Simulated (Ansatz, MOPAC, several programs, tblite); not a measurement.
Energy against volume for an ordered 8-atom cell of CdSiN2 on the zincblende lattice (P-4m2), at fixed shape and fractional coordinates, computed by several methods (PBE and r2SCAN, where shown, with plane waves in Ansatz); the cell shown is that of r2SCAN. With free coordinates or axes held, a curve is too stiff, and on another method's shape its minimum isn't the method's own volume. Space group P-4m2 (No. 115), tetragonal; a = 3.089 Å, c = 10.316 Å in the conventional setting, 12.31 Å³ an atom. Cd has 4 N at 2.10–2.47 Å; N has 4 Cd at 2.10 Å; N has 2 Si at 1.71 Å and 2 Cd at 2.47 Å; Si has 4 N at 1.71–1.88 Å; N has 4 Si at 1.88 Å. Spin-unpolarised throughout. Whether this structure exists isn't addressed. Energies count from each curve's lowest point; fits are third-order Birch-Murnaghan.

```yaml
crystal:
  lattice:
    - [3.08935, 0.00000, 0.00000]
    - [0.00000, 3.08935, 0.00000]
    - [0.00000, 0.00000, 10.31588]
  atoms:
    - { symbol: Cd, position: [0.50000, 0.00000, 0.86162] }
    - { symbol: N, position: [0.50000, 0.50000, 0.00000] }
    - { symbol: Cd, position: [0.00000, 0.50000, 0.13838] }
    - { symbol: N, position: [0.00000, 0.00000, 0.32471] }
    - { symbol: Si, position: [0.50000, 0.00000, 0.39568] }
    - { symbol: N, position: [0.50000, 0.50000, 0.50000] }
    - { symbol: Si, position: [0.00000, 0.50000, 0.60432] }
    - { symbol: N, position: [0.00000, 0.00000, 0.67529] }
```

Question: PBE, on the shape of its own relaxed cell, gives

| V (Å³/atom) | E (meV/atom) |
| --- | --- |
| 11.863 | 25.27 |
| 12.242 | 6.07 |
| 12.620 | 0.00 |
| 12.999 | 5.09 |
| 13.378 | 19.83 |

What equilibrium volume and bulk modulus follow?

Answer: V₀ = 12.63 Å³ an atom and B₀ = 157 GPa.

GFN2-xTB (tblite), on the shape of the cell shown, as a cluster of 72 atoms at the zone centre:
```csv
V (Å³/atom),E (meV/atom)
10.830,40.64
11.569,0.00
12.307,0.41
13.045,31.27
13.784,84.70
```
V₀ = 11.92 Å³ an atom and B₀ = 124 GPa.

light PBE (260 eV, its own mesh), on the shape of the cell shown:
```csv
V (Å³/atom),E (meV/atom)
11.322,85.24
11.815,32.58
12.307,1.67
12.799,0.02
13.291,0.00
13.784,47.35
```
The points scatter about a smooth fit, as a low cutoff and a light mesh can make them, so no fit is quoted.

PM7 (MOPAC), on the shape of the cell shown, as a cluster of 72 atoms at the zone centre:
```
V (Å³/atom)  E (meV/atom)
     10.830        863.18
     11.569        440.15
     12.307        179.96
     13.045         43.66
     13.784          0.00
```
The lowest point is an end point, so the minimum isn't bracketed.

r2SCAN, on the shape of its own relaxed cell:
```
V (Å³/atom)  E (meV/atom)
     11.569         27.57
     11.938          6.54
     12.307          0.00
     12.676          5.86
     13.045         22.28
```
V₀ = 12.31 Å³ an atom and B₀ = 179 GPa.
